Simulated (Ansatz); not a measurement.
**C₃H₉CdNS: basis-set convergence**

Aim: see how fast density functionals converge with the basis set for C₃H₉CdNS.

Program: Ansatz 0.2.0, Gaussian basis. Level of theory: one geometry, several basis sets. These are calculated values, not measurements.

The runs, in order: PBE0-D4/def2-SVP; ωB97M-V/def2-SVP; PBE0-D4/def2-QZVPP; ωB97M-V/def2-QZVPP; the functionals' def2-TZVPP values are taken from earlier runs.

## 1. The geometry

An earlier PBE0-D4 in a triple-zeta def2 set relaxation fixed the geometry. Cd takes the def2 core potential; no spin-orbit term is included.

SMILES `C[S][Cd][N](C)C`, 15 atoms, charge 0, spin multiplicity 1.

Atoms are counted from 1 here; the program's logs count them from 0.

Bond lengths: C1–S2 1.822 Å, C1–H7 1.091 Å, C1–H8 1.089 Å, C1–H9 1.089 Å, S2–Cd3 2.323 Å, Cd3–N4 2.006 Å, N4–C5 1.438 Å, N4–C6 1.438 Å, C5–H10 1.093 Å, C5–H11 1.102 Å, C5–H12 1.104 Å, C6–H13 1.104 Å, C6–H14 1.102 Å, C6–H15 1.093 Å. Angles: S2–C1–H7 106.3°, S2–C1–H8 111.9°, S2–C1–H9 111.9°, H7–C1–H8 108.4°, H7–C1–H9 108.4°, H8–C1–H9 109.8°, C1–S2–Cd3 103.2°, S2–Cd3–N4 174.2°, Cd3–N4–C5 121.2°, Cd3–N4–C6 121.2°, C5–N4–C6 111.9°, N4–C5–H10 111.4°, N4–C5–H11 110.5°, N4–C5–H12 113.5°, H10–C5–H11 107.0°, H10–C5–H12 107.5°, H11–C5–H12 106.6°, N4–C6–H13 113.5° and more.

## 2. PBE0-D4 in def2-SVP

Contents of in.yaml:

```yaml
crystal:
  periodic: [false, false, false]
  atoms:
    - {symbol: C, position_ang: [0.208372, -2.080317, 3.089478]}
    - {symbol: S, position_ang: [0.098424, -2.822673, 1.429681]}
    - {symbol: Cd, position_ang: [0.004135, -0.973096, 0.026577]}
    - {symbol: N, position_ang: [-0.090032, 0.493639, -1.338297]}
    - {symbol: C, position_ang: [1.079281, 1.248443, -1.701309]}
    - {symbol: C, position_ang: [-1.298541, 1.246743, -1.540879]}
    - {symbol: H, position_ang: [0.256383, -2.911787, 3.793440]}
    - {symbol: H, position_ang: [1.108588, -1.478521, 3.207436]}
    - {symbol: H, position_ang: [-0.669616, -1.480681, 3.326143]}
    - {symbol: H, position_ang: [1.990090, 0.656076, -1.579913]}
    - {symbol: H, position_ang: [1.029755, 1.550586, -2.759825]}
    - {symbol: H, position_ang: [1.204816, 2.175644, -1.114927]}
    - {symbol: H, position_ang: [-1.345523, 2.173851, -0.942877]}
    - {symbol: H, position_ang: [-1.392142, 1.548934, -2.596419]}
    - {symbol: H, position_ang: [-2.184001, 0.653170, -1.298319]}
basis:
  gaussian: {orbitals: def2-SVP}
hamiltonian: {xc: pbe0, dispersion: d4}
output: {orbitals: {seedname: orbitals}}
```

On the command line:

```
$ ansatz run in.yaml --threads 2 --pin off --events-out ev --progress --plain --max-ram 20480MiB --backend cpu
```

Further steps of the session: ωB97M-V in def2-SVP; PBE0-D4 in def2-QZVPP; ωB97M-V in def2-QZVPP.

**Question.** What will the summary of the whole plan be? Wanted: PBE0-D4: double and triple zeta above quadruple; ωB97M-V: double and triple zeta above quadruple.

The runs gave:

| quantity | value |
| --- | --- |
| PBE0-D4: double and triple zeta above quadruple | 10.85, 0.72 eV |
| ωB97M-V: double and triple zeta above quadruple | 11.15, 0.70 eV |

**Reading.** For PBE0-D4 the step from double to triple zeta gains 10.14 eV and the next only 0.72 eV. Total energies overstate the basis error of differences, where much of it tends to cancel.
